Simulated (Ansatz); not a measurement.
# C3H4AlCl: basis-set convergence

Aim: see how fast density functionals converge with the basis set for C3H4AlCl.

Program: Ansatz 0.2.0, Gaussian basis. Level of theory: one geometry, several basis sets. These are calculated values, not measurements.

The runs, in order: PBE0-D4/def2-SVP; ωB97M-V/def2-SVP; PBE0-D4/def2-QZVPP; ωB97M-V/def2-QZVPP; the functionals' def2-TZVPP values are taken from earlier runs.

**1. Structure used throughout**

All runs share one geometry, relaxed beforehand with PBE0-D4 in a triple-zeta def2 set.

9 atoms, charge 0, spin multiplicity 1.

Atoms are counted from 1 here; the program's logs count them from 0.

Bond lengths: Cl1–C2 1.816 Å, C2–Al3 1.945 Å, C2–H6 1.088 Å, C2–H7 1.088 Å, Al3–C4 1.849 Å, Al3–C5 1.849 Å, C4–C5 1.369 Å, C4–H8 1.089 Å, C5–H9 1.089 Å. Angles: Cl1–C2–Al3 95.1°, Cl1–C2–H6 107.2°, Cl1–C2–H7 107.2°, Al3–C2–H6 117.7°, Al3–C2–H7 117.7°, H6–C2–H7 109.8°, C2–Al3–C4 158.3°, C2–Al3–C5 158.3°, C4–Al3–C5 43.4°, Al3–C4–C5 68.3°, Al3–C4–H8 164.3°, C5–C4–H8 127.4°, Al3–C5–C4 68.3°, Al3–C5–H9 164.3°, C4–C5–H9 127.4°.

**2. PBE0-D4 in def2-SVP**

in.yaml reads:

```yaml
crystal:
  periodic: [false, false, false]
  atoms:
    - {symbol: Cl, position_ang: [-1.421490, 1.816248, 1.302211]}
    - {symbol: C, position_ang: [0.240931, 1.120668, 1.524894]}
    - {symbol: Al, position_ang: [0.136276, -0.075231, -0.006039]}
    - {symbol: C, position_ang: [-0.245224, -1.610841, -0.963171]}
    - {symbol: C, position_ang: [0.272372, -0.629830, -1.764894]}
    - {symbol: H, position_ang: [0.945818, 1.947833, 1.472598]}
    - {symbol: H, position_ang: [0.272183, 0.671723, 2.515489]}
    - {symbol: H, position_ang: [-0.565182, -2.608044, -1.260806]}
    - {symbol: H, position_ang: [0.452714, -0.678826, -2.837483]}
basis:
  gaussian: {orbitals: def2-SVP}
hamiltonian: {xc: pbe0, dispersion: d4}
output: {orbitals: {seedname: orbitals}}
```

Started as:

```
ansatz run in.yaml --threads 2 --pin off --events-out ev --progress --plain --max-ram 4352MiB
```

After this run come: ωB97M-V in def2-SVP; PBE0-D4 in def2-QZVPP; ωB97M-V in def2-QZVPP.

**Question.** What will the summary of the whole plan be? Wanted: PBE0-D4: double and triple zeta above quadruple; ωB97M-V: double and triple zeta above quadruple.

As calculated:

| quantity | value |
| --- | --- |
| PBE0-D4: double and triple zeta above quadruple | 10.90, 0.74 eV |
| ωB97M-V: double and triple zeta above quadruple | 10.95, 0.71 eV |

PBE0-D4 gains 10.16 eV from double to triple zeta, then 0.74 eV more. Total energies overstate the basis error of differences, where much of it tends to cancel. The LUMO of ωB97M-V is positive and keeps falling with the basis (1.20 to 0.46 eV): an unbound level that the basis holds in place.
